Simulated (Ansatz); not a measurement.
# H₇NSiSn: basis-set convergence

An exercise on one series of results from a longer session: the logs are not shown, and one member is left open.

Program: Ansatz 0.2.0, Gaussian basis. Level of theory: one geometry, several basis sets. These are calculated values, not measurements.

Levels to be run: PBE0-D4/def2-SVP; ωB97M-V/def2-SVP; PBE0-D4/def2-QZVPP; ωB97M-V/def2-QZVPP; the functionals' def2-TZVPP values are taken from earlier runs.

**The relaxed structure**

The geometry comes from an earlier relaxation with PBE0-D4 in a triple-zeta def2 set; it is a stationary point, not always the lowest conformer. Sn takes the def2 core potential; no spin-orbit term is included.

10 atoms, charge 0, spin multiplicity 1.

Atoms are counted from 1 here; the program's logs count them from 0.

Bond lengths: N1–Si2 1.724 Å, N1–H4 1.007 Å, N1–H5 1.008 Å, Si2–Sn3 2.563 Å, Si2–H6 1.487 Å, Si2–H7 1.496 Å, Sn3–H8 1.712 Å, Sn3–H9 1.708 Å, Sn3–H10 1.709 Å. Angles: Si2–N1–H4 119.8°, Si2–N1–H5 119.5°, H4–N1–H5 110.8°, N1–Si2–Sn3 108.1°, N1–Si2–H6 107.5°, N1–Si2–H7 115.7°, Sn3–Si2–H6 110.6°, Sn3–Si2–H7 108.4°, H6–Si2–H7 106.6°, Si2–Sn3–H8 110.3°, Si2–Sn3–H9 111.9°, Si2–Sn3–H10 111.7°, H8–Sn3–H9 107.4°, H8–Sn3–H10 107.4°, H9–Sn3–H10 107.9°.

Set-up of the first run:

in.yaml reads:

```yaml
crystal:
  periodic: [false, false, false]
  atoms:
    - {symbol: N, position_ang: [-1.560807, 0.488763, -0.888390]}
    - {symbol: Si, position_ang: [0.071853, 0.861015, -0.479885]}
    - {symbol: Sn, position_ang: [0.948447, -0.988960, 1.062367]}
    - {symbol: H, position_ang: [-1.794192, -0.429389, -1.230535]}
    - {symbol: H, position_ang: [-2.135304, 1.190661, -1.328302]}
    - {symbol: H, position_ang: [0.068799, 2.170981, 0.224353]}
    - {symbol: H, position_ang: [1.014468, 0.999385, -1.633222]}
    - {symbol: H, position_ang: [0.583172, -2.529548, 0.410167]}
    - {symbol: H, position_ang: [0.241745, -0.911878, 2.615474]}
    - {symbol: H, position_ang: [2.645020, -0.902331, 1.250873]}
basis:
  gaussian: {orbitals: def2-SVP}
hamiltonian: {xc: pbe0, dispersion: d4}
output: {orbitals: {seedname: orbitals}}
```

Command:

```sh
$ ansatz run in.yaml --threads 2 --pin off --events-out ev --progress --plain --max-ram 4352MiB
```

Steps of the session up to this table: PBE0-D4 in def2-SVP; ωB97M-V in def2-SVP; PBE0-D4 in def2-QZVPP; ωB97M-V in def2-QZVPP.

One table of the session follows, with a row left open; its other results are not shown here.

It belongs to the step «Functionals by basis». 

```
functional       basis  HOMO (eV)  LUMO (eV)
   PBE0-D4    def2-SVP      -7.10       0.12
   PBE0-D4  def2-TZVPP          ?          ?
   PBE0-D4  def2-QZVPP      -7.30      -0.39
   ωB97M-V    def2-SVP      -9.24       1.87
   ωB97M-V  def2-TZVPP      -9.41       1.29
   ωB97M-V  def2-QZVPP      -9.43       0.97
```

Estimate the missing values for PBE0-D4, def2-TZVPP.

As computed: HOMO (eV): -7.27; LUMO (eV): -0.26. In the column «HOMO (eV)» it lies between PBE0-D4, def2-QZVPP (-7.30) and PBE0-D4, def2-SVP (-7.10).
